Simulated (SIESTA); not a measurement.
A run of SIESTA 5.4.2:

File GaGe3.fdf:

```
SystemName                      GaGe3
SystemLabel                     GaGe3
NumberOfSpecies                 2
NumberOfAtoms                   8
%block ChemicalSpeciesLabel
  1  32 Ge
  2  31 Ga
%endblock ChemicalSpeciesLabel

LatticeConstant                 1.0 Ang
%block LatticeVectors
     5.9850359054     0.0000000000     0.0000000000
    -2.9925179527     5.1831931366     0.0000000000
     0.0000000000     0.0000000000     5.0349520000
%endblock LatticeVectors
AtomicCoordinatesFormat         Fractional
%block AtomicCoordinatesAndAtomicSpecies
     0.1624930000     0.3345310000     0.2596530000  1  Ge
     0.1663430000     0.8351470000     0.2545080000  1  Ge
     0.6792200000     0.8373260000     0.2406420000  1  Ge
     0.8325190000     0.6701570000     0.7551220000  1  Ge
     0.8373650000     0.1646120000     0.7515600000  1  Ge
     0.3222790000     0.1621250000     0.7518860000  1  Ge
     0.3193180000     0.6601950000     0.7517870000  2  Ga
     0.6651060000     0.3314770000     0.2537460000  2  Ga
%endblock AtomicCoordinatesAndAtomicSpecies

%block kgrid.MonkhorstPack
    5   0   0  0.0
    0   5   0  0.0
    0   0   5  0.0
%endblock kgrid.MonkhorstPack
XC.Functional                   GGA
XC.Authors                      PBEsol
PAO.BasisSize                   DZP
PAO.EnergyShift                 0.003 Ry
Mesh.Cutoff                     800 Ry
OccupationFunction              FD
ElectronicTemperature           0.05 eV
MaxSCFIterations                120
SCF.MustConverge                false
SCF.Mixer.Method                Pulay
SCF.Mixer.Weight                0.25
SCF.Mixer.History               8
SCF.DM.Tolerance                5.0e-05
SCF.H.Tolerance                 1.0e-03 eV
WriteForces                     true
Charge.Mulliken                 end
%block PAO.Basis
  Ge 4
  n=4 0 2
    5.960 0.000
  n=4 1 2
    8.130 0.000
  n=3 2 2
    3.189 0.000
  n=4 2 1
    8.130
  Ga 4
  n=4 0 2
    6.562 0.000
  n=4 1 2
    9.354 0.000
  n=3 2 2
    3.582 0.000
  n=4 2 1
    9.354
%endblock PAO.Basis
```

Potentials or basis: PseudoDojo 0.4 standard (PBEsol files), DZP (energy shift 0.003 Ry; two zetas on semicore shells).

Command:

```console
$ siesta GaGe3.fdf > GaGe3.out 2>&1
```

Hardware: 1 thread of Arm Neoverse V1, on a shared host.

Problem. How long does it take, and how much memory?

Solution. Run time: 6.2 min on 1 thread of Arm Neoverse V1, on a shared host, peak memory 0.96 GiB. Counts: scf iterations 10, k points 63, bands 184.
